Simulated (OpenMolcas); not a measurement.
# Ta³⁺ among point charges: CASSCF and CASPT2 levels and susceptibility

How does a field of 6 point charges split the states of Ta³⁺, and what χT follows?

Method: state-averaged CASSCF and CASPT2, spin-orbit coupling by RASSI with atomic mean-field integrals. Code: OpenMolcas 26.06.

## (1) What is computed

| Item | Value |
| --- | --- |
| Species | Ta³⁺ (tantalum, Z = 73, 70 electrons) |
| Basis | ANO-RCC-VDZP [7s6p4d2f1g], 68 functions |
| Scalar Hamiltonian | DKH2, point nucleus |
| Inactive shells | 1s 2s 2p 3s 3p 3d 4s 4p 4d 4f 5s 5p |
| Active space | 2 electrons in 5 orbitals (5d) |
| Some configurations of this space | 5d2 |
| Orbitals | optimised for each spin and parity, averaged over all roots |

The outer shells:

5d2
```
5d [↑ ][↑ ][  ][  ][  ]
```

The ion sits among 6 point charges of -1.7 e arranged as an octahedron (Oh), 2.09 Å from the ion.

Each step is its own input file, run in one work folder so that later steps find the files of earlier ones. Labels, J, g values, rates, χT and fits are worked out afterwards by a script from the matrices that RASSI stores. The input lists half of the charges; inversion (Group=XYZ) makes the rest.

## (2) Basis and integrals

Input file a.inp:

```
&GATEWAY
Coord
1

Ta 0.0 0.0 0.0
Basis=ANO-RCC-VDZP
Group=XYZ
NoMove
AngMom=0.0 0.0 0.0
AMFI
XField
3 Angstrom 0
2.090000 0.000000 0.000000 -1.700000
0.000000 2.090000 0.000000 -1.700000
0.000000 0.000000 2.090000 -1.700000
&SEWARD
```

Run with:

```console
OMP_NUM_THREADS=1 MOLCAS_MEM=1689 MOLCAS_PROJECT=a pymolcas a.inp > a.log
```

The program printed:

```text
Basis set label: TA.ANO-RCC...7S6P4D2F1G.

      Electronic valence basis set:
      ------------------
      Associated Effective Charge  73.000000 au
      Associated Actual Charge     73.000000 au
      Nuclear Model: Point charge

      Shell  nPrim  nBasis  Cartesian Spherical Contaminant
         s      24       7        X
         p      21       6        X
         d      15       4                 X
         f      11       2                 X
         g       4       1                 X
                  Relativistic Douglas-Kroll-Hess integrals:
                    - DKH order of Hamiltonian: 2
                    - DKH order of Properties : 0
                  Atomic mean-field integrals
```

## (3) Reference wave functions, triplets of even parity, 10 roots

Input file a.inp:

```
&RASSCF
FileOrb=start.orb
Symmetry=1
Spin=3
nActEl=2 0 0
Inactive=15 19
Ras2=5 0
CIRoot=10 10 1
SDav=10
CIMx=300
Iter=120 100
PrWF=0.3
OrbListing=Nothing
MaxOrb=0
>>> COPY $Project.JobIph JOB001
```

start.orb holds the contracted functions of the basis, ordered by shell, or the orbitals of the step before.

The program printed:

```text
Wave function specifications:
      -----------------------------

      Number of closed shell electrons          68
      Number of electrons in active shells       2
      Max number of holes in RAS1 space          0
      Max nr of electrons in RAS3 space          0
      Number of inactive orbitals               34
      Number of active orbitals                  5
      Number of secondary orbitals              29
      Spin quantum number                      1.0
      State symmetry                             1
Orbital specifications:
      -----------------------

      Symmetry species                           1   2
                                                ag  au
      Frozen orbitals                            0   0
      Inactive orbitals                         15  19
      Active orbitals                            5   0
      RAS1 orbitals                              0   0
      RAS2 orbitals                              5   0
      RAS3 orbitals                              0   0
      Secondary orbitals                        16  13
      Deleted orbitals                           0   0
      Number of basis functions                 36  32
      Number of CSFs                            10
      Number of root(s) required                10
      Iter CI   SX   CI       RASSCF       Energy    max ROT     max BLB   max BLB  Level Ln srch  Step   QN
          iter iter root      energy       change     param      element    value   shift minimum  type update
 Nr of preliminary CI iterations:   1
      Total energies have been shifted. Add               -15000.00 au
        1   1    6    0  -596.00206652    0.00E+00   1.29E-01*  17  20 2  1.22E-01*  0.49   0.00    SX    NO
        2   1    6    0  -596.03868259   -3.66E-02*  3.07E-02   11  27 2 -1.10E-01*  0.52   0.00    SX    NO
        3   1    6    0  -596.04309279   -4.41E-03*  2.21E-02   13  29 2  8.22E-02*  0.51   0.00    SX    NO
        4   1    6    0  -596.04451425   -1.42E-03*  6.77E-03   11  27 2 -6.98E-02*  0.52   0.00    SX    NO
        5   1    5    0  -596.04528983   -7.76E-04*  3.00E-03   11  27 2  5.81E-02*  0.51   0.55    LS   YES
        6   1    5    0  -596.04694318   -1.65E-03*  3.51E-03   20  27 1  2.10E-03*  0.52   1.02    QN   YES
        7   1    4    0  -596.04696515   -2.20E-05*  1.99E-03   20  27 1  7.82E-04*  0.52   1.57    LS   YES
        8   1    4    0  -596.04696850   -3.34E-06*  1.57E-04   13  29 2 -6.19E-04*  0.52   1.01    QN   YES
        9   1    4    0  -596.04696878   -2.81E-07*  2.75E-05   19  22 2 -6.35E-05   0.52   1.07    QN   YES
       10   1    3    0  -596.04696878   -4.89E-09  -8.13E-06   17  23 2 -1.15E-05   0.52   1.22    QN   YES
      Convergence after 10 iterations
       11   1    3    0  -596.04696878   -2.49E-10  -8.13E-06   17  23 2 -1.51E-06   0.52   1.22    QN   YES
      Natural orbitals and occupation numbers for root  1
      sym 1:   0.977842   0.977842   0.022158   0.022158  -0.000000
      Natural orbitals and occupation numbers for root  2
      sym 1:   0.021973   0.978027   0.000000   0.978027   0.021973
      Natural orbitals and occupation numbers for root  3
      sym 1:   0.976525   0.976525  -0.000000   0.023475   0.023475
::    RASSCF root number  1 Total energy: -15596.12133402
::    RASSCF root number  2 Total energy: -15596.12133402
::    RASSCF root number  3 Total energy: -15596.12133402
::    RASSCF root number  4 Total energy: -15596.04419094
::    RASSCF root number  5 Total energy: -15596.04419094
::    RASSCF root number  6 Total energy: -15596.04419094
::    RASSCF root number  7 Total energy: -15596.00506132
::    RASSCF root number  8 Total energy: -15596.00506132
::    RASSCF root number  9 Total energy: -15596.00506132
::    RASSCF root number 10 Total energy: -15595.95792899
```

## (4) Reference wave functions, singlets of even parity, 15 roots

Input file a.inp:

```
&RASSCF
FileOrb=start.orb
Symmetry=1
Spin=1
nActEl=2 0 0
Inactive=15 19
Ras2=5 0
CIRoot=15 15 1
SDav=15
CIMx=300
Iter=120 100
PrWF=0.3
OrbListing=Nothing
MaxOrb=0
>>> COPY $Project.JobIph JOB002
```

The program printed:

```text
Wave function specifications:
      -----------------------------

      Number of closed shell electrons          68
      Number of electrons in active shells       2
      Max number of holes in RAS1 space          0
      Max nr of electrons in RAS3 space          0
      Number of inactive orbitals               34
      Number of active orbitals                  5
      Number of secondary orbitals              29
      Spin quantum number                      0.0
      State symmetry                             1
Orbital specifications:
      -----------------------

      Symmetry species                           1   2
                                                ag  au
      Frozen orbitals                            0   0
      Inactive orbitals                         15  19
      Active orbitals                            5   0
      RAS1 orbitals                              0   0
      RAS2 orbitals                              5   0
      RAS3 orbitals                              0   0
      Secondary orbitals                        16  13
      Deleted orbitals                           0   0
      Number of basis functions                 36  32
      Number of CSFs                            15
      Number of root(s) required                15
      Iter CI   SX   CI       RASSCF       Energy    max ROT     max BLB   max BLB  Level Ln srch  Step   QN
          iter iter root      energy       change     param      element    value   shift minimum  type update
 Nr of preliminary CI iterations:   1
      Total energies have been shifted. Add               -15000.00 au
        1   1    4    0  -596.00112351    0.00E+00  -6.71E-03   18  25 1 -3.93E-03*  0.51   0.00    SX    NO
        2   1    5    0  -596.00137258   -2.49E-04*  2.07E-03   17  23 2 -2.87E-03*  0.51   0.00    SX    NO
        3   1    5    0  -596.00140253   -2.99E-05*  9.22E-04   10  27 2 -1.76E-03*  0.50   0.00    SX    NO
        4   1    5    0  -596.00140701   -4.48E-06*  1.95E-04   14  29 2  1.56E-03*  0.50   0.00    SX    NO
        5   1    5    0  -596.00140793   -9.14E-07*  1.34E-04   10  27 2 -1.30E-03*  0.50   0.61    QN   YES
        6   1    4    0  -596.00140883   -9.05E-07*  7.13E-05   17  20 2  5.89E-05   0.50   1.07    QN   YES
        7   1    3    0  -596.00140886   -2.43E-08* -2.10E-05   17  20 2  2.07E-05   0.50   1.26    QN   YES
        8   1    3    0  -596.00140886   -1.38E-09   2.99E-07   14  29 2  1.67E-06   0.50   1.02    QN   YES
      Convergence after  8 iterations
        9   1    3    0  -596.00140886   -1.64E-11   2.99E-07   17  20 2  2.67E-07   0.50   1.02    QN   YES
      Natural orbitals and occupation numbers for root  1
      sym 1:   0.013757   0.976899   0.000000   0.997993   0.011351
      Natural orbitals and occupation numbers for root  2
      sym 1:   1.006694   0.010467   0.000000   0.967941   0.014898
      Natural orbitals and occupation numbers for root  3
      sym 1:   0.985460   0.985825   0.014380   0.014335   0.000000
::    RASSCF root number  1 Total energy: -15596.07978195
::    RASSCF root number  2 Total energy: -15596.07978195
::    RASSCF root number  3 Total energy: -15596.07978195
::    RASSCF root number  4 Total energy: -15596.07925370
::    RASSCF root number  5 Total energy: -15596.07925370
::    RASSCF root number  6 Total energy: -15596.03018431
::    RASSCF root number  7 Total energy: -15595.99494842
::    RASSCF root number  8 Total energy: -15595.99494842
::    RASSCF root number  9 Total energy: -15595.99494842
::    RASSCF root number 10 Total energy: -15595.98416768
::    RASSCF root number 11 Total energy: -15595.98416768
::    RASSCF root number 12 Total energy: -15595.98416768
::    RASSCF root number 13 Total energy: -15595.90578073
::    RASSCF root number 14 Total energy: -15595.90578073
::    RASSCF root number 15 Total energy: -15595.84418555
```

## (5) RASSI: spin-orbit coupling between the states

Input file a.inp:

```
&RASSI
NrOfJobIphs=2 10 15
1 2 3 4 5 6 7 8 9 10
1 2 3 4 5 6 7 8 9 10 11 12 13 14 15
IphNames
JOB001
JOB002
EJob
SpinOrbit
DIPRint=1.0
SOCoupling=1000.0
Subsets=2
Property=9
'ANGMOM' 1 'ANGMOM' 2 'ANGMOM' 3 'MLTPL  1' 1 'MLTPL  1' 2 'MLTPL  1' 3
'AMFI' 1 'AMFI' 2 'AMFI' 3
SOProperty=3
'ANGMOM' 1 'ANGMOM' 2 'ANGMOM' 3
```

The program printed:

```text
SPIN-FREE ENERGIES:
  (Shifted by EMIN (a.u.) =     -15596.1213340206)

 SF State       Relative EMIN(au)   Rel lowest level(eV)    D:o, cm**(-1)      L_eff

     1             0.0000000000        0.0000000000              0.0000         2.8
     2             0.0000000000        0.0000000000              0.0000         2.8
     3             0.0000000000        0.0000000000              0.0000         2.8
    11             0.0415520737        1.1306895262           9119.6261         3.0
    12             0.0415520737        1.1306895262           9119.6261         3.0
    13             0.0415520737        1.1306895262           9119.6261         3.0
    14             0.0420803168        1.1450637546           9235.5620         3.1
    15             0.0420803168        1.1450637546           9235.5620         3.1
     4             0.0771430844        2.0991702670          16930.9500         3.0
     5             0.0771430844        2.0991702670          16930.9500         3.0
     6             0.0771430844        2.0991702670          16930.9500         3.0
    16             0.0911497101        2.4803099683          20005.0490         3.1
     9             0.1162727013        3.1639413855          25518.9083         1.3
     7             0.1162727013        3.1639413855          25518.9083         1.3
     8             0.1162727013        3.1639413855          25518.9083         1.3
    17             0.1263855979        3.4391273211          27738.4325         3.2
    18             0.1263855979        3.4391273211          27738.4325         3.2
    19             0.1263855979        3.4391273211          27738.4325         3.2
    20             0.1371663441        3.7324863680          30104.5328         4.0
    21             0.1371663441        3.7324863680          30104.5328         4.0
    22             0.1371663441        3.7324863680          30104.5328         4.0
    10             0.1634050291        4.4464773619          35863.2585         3.0
    23             0.2155532895        5.8655038166          47308.4787         3.1
    24             0.2155532895        5.8655038166          47308.4787         3.1
    25             0.2771484714        7.5415941030          60827.0586         2.2
     Dipole printing threshold changed to   1.00000000E+00
Eigenvalues of complex Hamiltonian:
   -----------------------------------
  (Shifted by EMIN (a.u.) =     -15596.1213340206)

 SO State       Relative EMIN(au)   Rel lowest level(eV)    D:o, cm**(-1)     J-value

     1            -0.0120347678        0.0000000000              0.0000         2.0
     2            -0.0120347678        0.0000000000              0.0000         1.8
     3            -0.0102817537        0.0477019438            384.7421         2.1
     4            -0.0102817537        0.0477019439            384.7421         2.0
     5            -0.0102817537        0.0477019437            384.7421         2.0
     6             0.0043686400        0.4463594631           3600.1319         2.8
     7             0.0043686400        0.4463594631           3600.1319         2.4
     8             0.0043686400        0.4463594631           3600.1319         2.7
     9             0.0100392718        0.6006652172           4844.6917         2.8
    10             0.0373208036        1.3430335164          10832.2958         2.4
    11             0.0373208036        1.3430335163          10832.2958         2.5
    12             0.0373208036        1.3430335161          10832.2958         2.5
    13             0.0410881702        1.4455487843          11659.1372         2.4
    14             0.0410881702        1.4455487843          11659.1372         2.4
    15             0.0723434073        2.2960471122          18518.8689         2.4
    16             0.0772983482        2.4308779222          19606.3527         2.3
    17             0.0772983482        2.4308779219          19606.3527         2.3
    18             0.0772983482        2.4308779223          19606.3527         2.3
    19             0.0799055874        2.5018245172          20178.5756         2.4
    20             0.0799055875        2.5018245174          20178.5756         2.9
    21             0.0799055874        2.5018245171          20178.5756         2.9
    22             0.0812680911        2.5389001301          20477.6106         2.9
    23             0.0812680911        2.5389001299          20477.6106         2.8
    24             0.0865932989        2.6838064170          21646.3586         2.2
    25             0.1124344397        3.3869796806          27317.8334         1.2
    26             0.1124344397        3.3869796807          27317.8334         1.2
    27             0.1124344397        3.3869796804          27317.8334         1.3
    28             0.1125467762        3.3900365112          27342.4884         1.5
    29             0.1159834337        3.4835527267          28096.7476         2.2
    30             0.1159834337        3.4835527269          28096.7476         2.2
    31             0.1159834337        3.4835527271          28096.7476         2.1
    32             0.1223033463        3.6555263096          29483.8081         1.8
    33             0.1223033463        3.6555263098          29483.8081         1.8
    34             0.1306133335        3.8816525811          31307.6394         2.2
    35             0.1306133335        3.8816525806          31307.6394         2.1
    36             0.1306133335        3.8816525806          31307.6394         2.1
    37             0.1386731398        4.1009710843          33076.5625         3.7
    38             0.1386731398        4.1009710843          33076.5625         1.6
    39             0.1386731398        4.1009710842          33076.5625         3.7
    40             0.1690246440        4.9268775867          39737.9476         2.7
    41             0.1690246440        4.9268775869          39737.9477         2.7
Weights of the five most important spin-orbit-free states for each spin-orbit state.

 SO State  Total energy (au)           Spin-free states, spin, and weights
 -------------------------------------------------------------------------------------------------------
    1        -0.012035       3 1.0  0.5036    2 1.0  0.4075   14 0.0  0.0258    6 1.0  0.0245    1 1.0  0.0130
    2        -0.012035       1 1.0  0.6031    2 1.0  0.2086    3 1.0  0.1125   15 0.0  0.0258    4 1.0  0.0203
    3        -0.010282       3 1.0  0.4598    2 1.0  0.3598    1 1.0  0.1215   12 0.0  0.0273    4 1.0  0.0111
    4        -0.010282       1 1.0  0.4531    2 1.0  0.2953    3 1.0  0.1927   13 0.0  0.0175    6 1.0  0.0114
    5        -0.010282       1 1.0  0.3665    3 1.0  0.2886    2 1.0  0.2861   11 0.0  0.0178    4 1.0  0.0101
    6         0.004369       3 1.0  0.4889    2 1.0  0.4779    1 1.0  0.0118    5 1.0  0.0083    4 1.0  0.0083
    7         0.004369       1 1.0  0.4794    3 1.0  0.3951    2 1.0  0.1042    4 1.0  0.0084    6 1.0  0.0081
    8         0.004369       1 1.0  0.4875    2 1.0  0.3966    3 1.0  0.0946    6 1.0  0.0084    5 1.0  0.0082
    9         0.010039       3 1.0  0.3218    1 1.0  0.3218    2 1.0  0.3218   16 0.0  0.0231    9 1.0  0.0038
   10         0.037321      13 0.0  0.6872   12 0.0  0.0970   11 0.0  0.0699    5 1.0  0.0424    6 1.0  0.0287
   11         0.037321      12 0.0  0.7044   11 0.0  0.1047   13 0.0  0.0450    4 1.0  0.0437    6 1.0  0.0311
   12         0.037321      11 0.0  0.6795   13 0.0  0.1219   12 0.0  0.0527    5 1.0  0.0324    6 1.0  0.0306
```

These steps: 16 s of run time, 1 thread of AMD EPYC, shared host.

Spin-free states, with their symmetry labels:

```
state  degeneracy  E (cm-1)  free-ion L (%)
  3T1           3         0          F (91)
  1T2           3      9120          D (55)
   1E           2      9236          G (52)
  3T2           3     16931         F (100)
  1A1           1     20005          G (64)
  3T1           3     25519          P (91)
  1T2           3     27738          G (55)
  1T1           3     30105         G (100)
  3A2           1     35863         F (100)
   1E           2     47308          D (52)
  1A1           1     60827          S (64)
```

With spin-orbit coupling:

```tsv
E (cm-1)	Degeneracy	Label	2S+1
0.0	2	E	3
384.7	3	T2	3
3600	3	T1	3
4845	1	A1	3
10832	3	T2	1
11659	2	E	1
18519	1	A2	3
19606	3	T2	3
20179	3	T1	3
20478	2	E	3
21646	1	A1	1
27318	3	T1	3
27342	1	A1	3
28097	3	T2	3
29484	2	E	3
31308	3	T2	1
33077	3	T1	1
39738	3	T2	3
50580	2	E	1
64136	1	A1	1
```

Powder χT (cm³ K/mol): 0.00 at 2 K, 0.00 at 5 K, 0.00 at 10 K, 0.00 at 20 K, 0.01 at 50 K, 0.02 at 100 K, 0.04 at 150 K, 0.05 at 200 K, 0.07 at 250 K, 0.09 at 300 K.

A ligand-field fit to the states below 45000 cm-1 gives 10Dq = 18629 cm-1, B = 651 cm-1 and C = 2506 cm-1 (C/B = 3.85), with a deviation of 135 cm-1.

Orbitals of the lowest block (energies include the constant potential of the surroundings):

```
shell     space  energy (hartree)  mean occupation  ⟨r²⟩ (bohr²)
   1s  inactive        -2484.3377            2.000      0.000446
   2s  inactive         -430.9593            2.000       0.00729
   2p  inactive         -378.8650            6.000       0.00601
   3s  inactive          -99.8017            2.000        0.0477
   3p  inactive          -83.9191            6.000        0.0483
   3d  inactive          -64.6569           10.000        0.0404
   4s  inactive          -20.3013            2.000         0.238
   4p  inactive          -14.9674            6.000         0.270
   4d  inactive           -7.8688           10.000         0.318
   4f  inactive            0.0249           14.000         0.493
   5s  inactive           -1.6718            2.000          1.40
   5p  inactive           -0.2422            6.000          1.87
   5d      RAS2                              2.000          4.75
```

(Part 1 of 2 ends here.)
